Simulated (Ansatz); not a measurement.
C₂H₇NSi, SMILES CC(=N)[SiH3], a geometry optimisation

Program: the Ansatz DFT code, driven from Python.

The script, `opt.py`:
```python
'''Relax the C2H7NSi molecule.'''

from dataclasses import dataclass
import itertools

import ansatz as az
from ase.data import atomic_numbers, covalent_radii
import numpy as np
import pandas as pd


@dataclass(frozen=True)
class Options:
    basis: str = 'def2-SVP'
    xc: str = 'hf'


cfg = Options()

GEOMETRY = '''
C    -0.82980    1.22970   -0.04310
C    -0.41580   -0.09800    0.35270
N    -1.11230   -0.76790    1.22270
Si    1.23030   -0.75630   -0.46810
H    -0.10340    2.00810    0.15300
H    -1.78950    1.55940    0.48650
H    -1.06550    1.29440   -1.12370
H    -0.61820   -1.66970    1.41950
H     1.46750   -2.10950    0.10130
H     2.32370    0.11500   -0.16240
H     0.97860   -0.86240   -1.91780
'''

geometry = az.Crystal.molecule()
for line in GEOMETRY.strip().splitlines():
    symbol, *xyz = line.split()
    geometry = geometry.atom(symbol, [float(v) for v in xyz])

calculation = (
    geometry.calculation()
    .basis(gaussian=cfg.basis)
    .functional(cfg.xc)
)
symbols = [site.symbol for site in geometry.cartesian_sites]
start = np.array([site.position_ang for site in geometry.cartesian_sites], dtype=float)
def progress(event):
    if event['event'] == 'relax_step':
        row = event['data']
        print(f'step {row["step"]:3d}  E = {row["lagrangian_ev"]:.6f} eV  largest force component {row["allowed_force_max_ev_ang"]:.4f} eV/A')


summary = calculation.relax(force_tolerance=0.01, max_steps=100).session().plan().execute(on_event=progress).report
end = np.array(summary['positions_ang'])

print(f'E = {summary["free_energy_ev"]:.6f} eV = {summary["free_energy_ev"] / 27.211386246:.7f} Ha')
print('converged:', summary['converged'], ' doubts:', summary['published_state_doubts'] or 'none')

# pairs closer than 1.2 times the sum of covalent radii, before or after
radius = [covalent_radii[atomic_numbers[s]] for s in symbols]
span = lambda where, i, j: np.linalg.norm(where[i] - where[j])
bonded = [(i, j) for i, j in itertools.combinations(range(len(symbols)), 2) if min(span(start, i, j), span(end, i, j)) < 1.2 * (radius[i] + radius[j])]
print('pair        before    after (A)')
for i, j in bonded:
    print(f'{symbols[i]}{i}-{symbols[j]}{j}'.ljust(10), f'{span(start, i, j):8.4f} {span(end, i, j):8.4f}')

charges = summary['charge_distribution']
table = pd.DataFrame({'atom': symbols, 'mulliken': charges['mulliken_charges_e'], 'lowdin': charges['lowdin_charges_e']})
print(table.round(3).to_string())
print('dipole (e A):', np.round(charges['dipole_moment_e_ang'], 4) + 0.0)
```

```console
$ python opt.py
step   1  E = -11509.434294 eV  largest force component 3.1464 eV/A
step   2  E = -11509.656040 eV  largest force component 1.1401 eV/A
step   3  E = -11509.619620 eV  largest force component 1.7334 eV/A
step   4  E = -11509.727058 eV  largest force component 0.8821 eV/A
step   5  E = -11509.740921 eV  largest force component 0.0533 eV/A
step   6  E = -11509.741203 eV  largest force component 0.0313 eV/A
step   7  E = -11509.741323 eV  largest force component 0.0028 eV/A
E = -11509.741323 eV = -422.9751920 Ha
converged: True  doubts: none
pair        before    after (A)
C0-C1        1.4460   1.5097
C0-H4        1.0826   1.0931
C0-H5        1.1446   1.0889
C0-H6        1.1079   1.0932
C1-N2        1.3003   1.2593
C1-Si3       1.9536   1.9173
N2-H7        1.0470   1.0089
Si3-H8       1.4872   1.4813
Si3-H9       1.4311   1.4824
Si3-H10      1.4752   1.4824
   atom  mulliken  lowdin
0     C     0.016   0.029
1     C    -0.341  -0.244
2     N    -0.212   0.076
3    Si     0.697   0.446
4     H     0.043   0.007
5     H     0.057   0.004
6     H     0.044   0.007
7     H     0.115  -0.026
8     H    -0.151  -0.099
9     H    -0.134  -0.099
10    H    -0.134  -0.099
dipole (e A): [ 0.2937  0.0019 -0.2206]
```

Notes:
- Total energies depend on the basis set; only differences at equal settings carry meaning.
- The end point is the stationary point reached from this start; no frequency run checks that it is a minimum, and the basis set is modest.
- The Löwdin charges here are taken after orthogonalising the functions within each atom; they differ from plain Löwdin charges, and their signs can be unphysical.
- It ran for 14 s on 1 thread of Arm Neoverse V2, on a shared host, peak memory 0.29 GiB.
